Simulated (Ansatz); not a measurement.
**CH4GeO: small, medium and large basis sets**

An exercise on one series of results from a longer session: the logs are not shown, and one member is left open.

The runs use Ansatz 0.2.0, Gaussian basis; one geometry, several basis sets.

Levels to be run: PBE0-D4/def2-SVP; ωB97M-V/def2-SVP; PBE0-D4/def2-QZVPP; ωB97M-V/def2-QZVPP; the functionals' def2-TZVPP values are taken from earlier runs.

### The geometry

All runs share one geometry, relaxed beforehand with PBE0-D4 in a triple-zeta def2 set.

SMILES `[CH3][Ge][OH]`, 7 atoms, charge 0, spin multiplicity 1.

Atoms are counted from 1 here; the program's logs count them from 0.

Bond lengths: C1–Ge2 2.003 Å, C1–H4 1.096 Å, C1–H5 1.092 Å, C1–H6 1.096 Å, Ge2–O3 1.791 Å, O3–H7 0.962 Å. Angles: Ge2–C1–H4 109.8°, Ge2–C1–H5 112.4°, Ge2–C1–H6 109.8°, H4–C1–H5 108.5°, H4–C1–H6 107.7°, H5–C1–H6 108.5°, C1–Ge2–O3 97.5°, Ge2–O3–H7 114.7°.

Set-up of the first run:

in.yaml reads:

```yaml
crystal:
  periodic: [false, false, false]
  atoms:
    - {symbol: C, position_ang: [-0.686480, 0.424364, -0.301775]}
    - {symbol: Ge, position_ang: [1.294470, 0.428640, -0.596621]}
    - {symbol: O, position_ang: [1.703986, -0.887359, 0.547802]}
    - {symbol: H, position_ang: [-1.096532, -0.562316, -0.544962]}
    - {symbol: H, position_ang: [-1.198970, 1.171364, -0.910901]}
    - {symbol: H, position_ang: [-0.905867, 0.626637, 0.752638]}
    - {symbol: H, position_ang: [0.950592, -1.269432, 1.008116]}
basis:
  gaussian: {orbitals: def2-SVP}
hamiltonian: {xc: pbe0, dispersion: d4}
output: {orbitals: {seedname: orbitals}}
```

On the command line:

```
$ ansatz run in.yaml --threads 2 --pin off --events-out ev --progress --plain --max-ram 32768MiB --backend cpu
```

Steps of the session up to this table: PBE0-D4 in def2-SVP; ωB97M-V in def2-SVP; PBE0-D4 in def2-QZVPP; ωB97M-V in def2-QZVPP.

One of the session's tables, all rows but one given; the rest of the session is left out.

It belongs to the step «Functionals by basis». 

```
functional       basis  HOMO (eV)  LUMO (eV)
   PBE0-D4    def2-SVP      -6.54      -1.76
   PBE0-D4  def2-TZVPP      -6.61      -1.87
   PBE0-D4  def2-QZVPP          ?          ?
   ωB97M-V    def2-SVP      -8.67       0.26
   ωB97M-V  def2-TZVPP      -8.75       0.11
   ωB97M-V  def2-QZVPP      -8.81      -0.05
```

Estimate the missing values for PBE0-D4, def2-QZVPP.

**Answer.** HOMO (eV): -6.66; LUMO (eV): -1.95. In the column «HOMO (eV)» it lies between ωB97M-V, def2-SVP (-8.67) and PBE0-D4, def2-TZVPP (-6.61).
